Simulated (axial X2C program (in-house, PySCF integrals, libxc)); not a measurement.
**BrGdBr: Ω levels from open-shell CI on f8 s0**

Which Ω levels does BrGdBr have in the configuration f8 s0, and how far apart?

The runs use an in-house X2C program for linear molecules on PySCF integrals; two-component X2C, average-of-configuration Hartree–Fock and CI in the open shells.

All values are calculated.

### 1 Input

task.json

```json
{
 "zs": [
  35,
  64,
  35
 ],
 "q": 0,
 "bas": [
  "dyall-v3z",
  "dyall-v3z",
  "dyall-v3z"
 ],
 "r0": 2.83,
 "metal": 1,
 "shells": [
  [
   3,
   [
    0,
    1,
    2,
    3
   ],
   8
  ],
  [
   0,
   [
    0
   ],
   0
  ]
 ],
 "fix": 0,
 "emax": 2.2,
 "nroots": 4
}
```

Keys: zs atomic numbers; q charge; bas basis sets; r0 starting distance in Å; metal index of the metal atom; shells open shells as [l, |m| values, electrons]; fix electron count of the first shell held; emax energy window in eV; nroots roots for each Ω.

Command:

```
python soci.py task.json out
```

Two-component X2C with atomic mean-field Coulomb and Gaunt terms, basis Br dyall-v3z, Gd dyall-v3z (cores contracted in-house). Orbitals come from Hartree–Fock averaged over the configuration Gd f8 s0; CI then distributes these electrons over the f, s shells of Gd.

### 2 CI at Br–Gd–Br held linear, both bonds 2.829 Å

**Question.** What will these runs give? Wanted: lowest level of the model; next level; lowest curve, Re and ωe.

**Answer**, as computed:

| quantity | value |
| --- | --- |
| lowest level of the model | Ω = 6, g∥ = 17.96, 100% f8 |
| next level | Ω = 5, 339 cm⁻¹ higher |
| lowest curve, Re and ωe | 2.831 Å, 161.5 cm⁻¹ |

In words: In the lowest level ⟨Sz⟩ = 2.97 and ⟨Lz⟩ = 3.03; its leading determinant has weight 0.19 among 450. The 7 lowest levels are the Ω components of the Hund's-rule level 7F6 of f8 (free-ion gJ = 1.500), split by the axial field over 1695 cm⁻¹. From 2.829 to 2.942 Å the gap from the lowest to the fifth level goes from 1331 to 1306 cm⁻¹. Without dynamic correlation distances can be off by several hundredths of an Å, and the wavenumbers are rough. There is no dynamic correlation: spin–orbit spacings and, for f shells, spacings inside one term are the most reliable numbers, splittings between terms come out too wide, and energies between configurations are not reliable, so the lowest level need not be the ground state of the molecule. At most 4 roots were kept for each Ω > 0 (twice that for Ω = 0) within 2.2 eV of the lowest, so higher up levels can be missing between those listed; levels with Ω > 0 are doubly degenerate and listed once, Ω = 0 levels singly. States that fill the shells left empty in the average are placed too high. The molecule was held linear; bending was not examined.
